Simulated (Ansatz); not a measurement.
This script for a rigid torsion scan of BGeH6NS, SMILES NB[S][GeH3] with Ansatz 0.2.0, Python API holds a mistake.

The script, `bgeh6ns.py`:
```python
import warnings

import ansatz as az
from ase import Atoms

BASIS = "def2-SVP"
NET_CHARGE = 0.5
XC = "pbe0"
FORCE_TOL = 0.02
LEVEL = "mp2"


def main() -> None:
    warnings.simplefilter("ignore", az.DeckWarning)

    atoms = Atoms(["N", "B", "S", "Ge", "H", "H", "H", "H", "H", "H"], positions=[
        [-0.8035, 1.7359, -0.6274],
        [0.2777, 0.8319, -1.0054],
        [-0.0818, -1.0056, -1.2358],
        [0.497, -1.424, 0.9028],
        [-1.587, 1.6666, -1.3892],
        [-1.26, 1.4566, 0.2588],
        [1.3977, 1.2612, -1.1666],
        [0.3347, -2.9405, 1.1589],
        [-0.565, -0.6567, 1.865],
        [1.8734, -0.9767, 1.2418],
    ])

    first = az.Crystal.molecule_from_ase(atoms).calculation()
    first = first.basis(gaussian=BASIS)
    first = first.charge(NET_CHARGE)
    first = first.functional(XC)
    first = first.relax(force_tolerance=FORCE_TOL, max_steps=30)
    atoms.positions = first.run().report["positions_ang"]

    start = atoms.get_dihedral(2, 1, 0, 4)
    energies = {}
    for turn in range(0, 360, 40):
        turned = atoms.copy()
        turned.set_dihedral(2, 1, 0, 4, start + turn, indices=[0, 4, 5])
        calculation = (
            az.Crystal.molecule_from_ase(turned).calculation()
            .basis(gaussian=BASIS)
            .correlation(LEVEL)
            .charge(NET_CHARGE)
        )
        energies[round((start + turn) % 360)] = calculation.run().report["free_energy_ev"]
    floor = min(energies.values())
    print("dihedral S2-B1-N0-H4 (deg)   E - E(min) (kJ/mol)")
    for angle, e in sorted(energies.items()):
        print(f"{angle:8d} {96.485332 * (e - floor):14.3f}  " + "#" * int(30 * (e - floor) / max(max(energies.values()) - floor, 1e-9)))


if __name__ == "__main__":
    main()
```

```console
$ python bgeh6ns.py
Traceback (most recent call last):
  File "bgeh6ns.py", line 55, in <module>
    main()
    ~~~~^^
  File "bgeh6ns.py", line 34, in main
    atoms.positions = first.run().report["positions_ang"]
                      ~~~~~~~~~^^
  ...
ansatz.RefusalError: invalid value for `total_charge`: a molecule in open space takes a whole number
```
(Library frames cut from the traceback.)

What is wrong, and how is it mended?

The fault: a molecule's charge must be whole. The change:

```diff
--- before
+++ after
@@ -6,3 +6,2 @@
 BASIS = "def2-SVP"
-NET_CHARGE = 0.5
 XC = "pbe0"
@@ -30,5 +29,4 @@
     first = first.basis(gaussian=BASIS)
-    first = first.charge(NET_CHARGE)
     first = first.functional(XC)
-    first = first.relax(force_tolerance=FORCE_TOL, max_steps=30)
+    first = first.relax(force_tolerance=FORCE_TOL, max_steps=80)
     atoms.positions = first.run().report["positions_ang"]
@@ -44,3 +42,2 @@
             .correlation(LEVEL)
-            .charge(NET_CHARGE)
         )
```

With that change:

```console
$ python bgeh6ns.py
dihedral S2-B1-N0-H4 (deg)   E - E(min) (kJ/mol)
       0          0.000
      40         42.434  ##########
      80        115.988  ##############################
     120         83.831  #####################
     160         11.439  ##
     200         11.517  ##
     240         84.006  #####################
     280        115.892  #############################
     320         42.275  ##########
```

The scan is rigid and the energies are electronic, in a modest basis. With rigid groups the curve can differ much from the relaxed path, the start wasn't checked as a minimum of this torsion, and equivalent turns needn't return to the same energy. The start is relaxed with a density functional and scanned with the wavefunction method, so it isn't exactly that method's minimum. Run time: 2.7 min on 1 thread of Arm Neoverse V1, with other jobs on the host, peak memory 0.33 GiB.
